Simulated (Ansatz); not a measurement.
# BBrH5N: single point in a Gaussian basis from a Python script

Aim: a single point in a Gaussian basis, for BBrH5N, run from a script. SMILES: [NH3+][BH2-]Br.

Program: Ansatz 0.2.0, driven from Python. Level of theory: r2SCAN/cc-pVDZ. These are calculated values, not measurements.

## (1) Starting point

Bond lengths: N1–B2 1.534 Å, B2–Br3 2.013 Å, N1–H4 1.045 Å, N1–H5 1.045 Å, N1–H6 1.045 Å, B2–H7 1.192 Å, B2–H8 1.192 Å. Angles: N1–B2–Br3 110.0°, N1–B2–H7 109.7°, N1–B2–H8 109.7°, Br3–B2–H7 109.1°, Br3–B2–H8 109.1°, H7–B2–H8 109.1°, B2–N1–H4 109.6°, B2–N1–H5 109.3°, B2–N1–H6 109.6°, H4–N1–H5 109.3°, H4–N1–H6 109.6°, H5–N1–H6 109.3°.

No structure file is read: the coordinates are typed or built in the script.

## (2) Script

Input file energy.py:

```python
"""Electronic structure of the BBrH5N molecule."""

import logging
import sys

import ansatz
import numpy as np
import pandas as pd

logging.basicConfig(stream=sys.stdout, format="%(name)s: %(message)s")
log = logging.getLogger("run")
log.setLevel(logging.INFO)

GEOMETRY = """
N    -0.79920    0.21170    0.05050
B     0.62610   -0.33030   -0.11720
Br    1.95830    1.00140    0.59370
H    -0.99400    0.37950    1.06330
H    -1.48090   -0.48720   -0.32150
H    -0.89870    1.10730   -0.47860
H     0.74000   -1.35500    0.48170
H     0.84840   -0.52740   -1.27190
"""

system = ansatz.Crystal.molecule()
for line in GEOMETRY.strip().splitlines():
    symbol, *xyz = line.split()
    system = system.atom(symbol, [float(v) for v in xyz])

model = (
    system.calculation()
    .basis(gaussian="cc-pVDZ")
    .functional("r2scan")
    .forces()
)
trace = []
result = model.session().plan().execute(on_event=trace.append)
rep = result.report
for event in trace:
    if event["event"] == "mean_field_evaluation" and event["data"]["evaluation"] <= 25:
        log.info("pass {evaluation:3d}  E = {energy_ev:.6f} eV  gradient {gradient_ev:.1e}".format(**event["data"]))

log.info("reference energy %16.6f eV" % rep["reference_energy_ev"])
log.info("total energy     %16.6f eV" % rep["free_energy_ev"])
print("occupied orbitals outside the frozen core (up, down):", rep["n_occupied"], " frozen:", rep["n_frozen"], " virtual:", rep["n_virtual"])

field = rep["mean_field"]
print("<S^2> =", round(abs(field["state"]["spin_squared"]), 4), " all-electron relativity setting:", field["relativity"])
print("passes:", field["passes"])
if "symmetry" in field:
    print("occupied orbitals by irrep:", field["symmetry"]["occupied"])

symbols = [site.symbol for site in system.cartesian_sites]
log.info("forces (eV/A)")
for symbol, f in zip(symbols, rep["forces_ev_ang"]):
    log.info(f"  {symbol:2s} {f[0]:9.4f} {f[1]:9.4f} {f[2]:9.4f}")

charges = rep["charge_distribution"]
table = pd.DataFrame({"atom": symbols, "mulliken": charges["mulliken_charges_e"], "lowdin": charges["lowdin_charges_e"]})
print(table.round(3).to_string())
print("dipole (e A):", np.round(charges["dipole_moment_e_ang"], 4) + 0.0)
```

## (3) Running it

The run is started by

```sh
> python energy.py
```

After this run come: The same input on the command line.

Without the output at hand: what should come out? Wanted: total energy; largest force; dipole moment.

As calculated:

| quantity | value |
| --- | --- |
| total energy | -72293.0604 eV |
| largest force | 1.823 eV/Å |
| dipole moment | 6.83 D |

What this shows: Forces reach 1.82 eV/Å, so the atoms aren't at rest. Caveats:
- Total energies depend on the basis set; only differences at equal settings carry meaning.
- The geometry is a force-field or estimated start, not a minimum of this method, and the basis set is short of its limit.
- The Löwdin charges here are taken after orthogonalising the functions within each atom; they differ from plain Löwdin charges, and their signs can be unphysical.
- Early passes use coarser integrals and grids, so their energies can't be compared with the last.
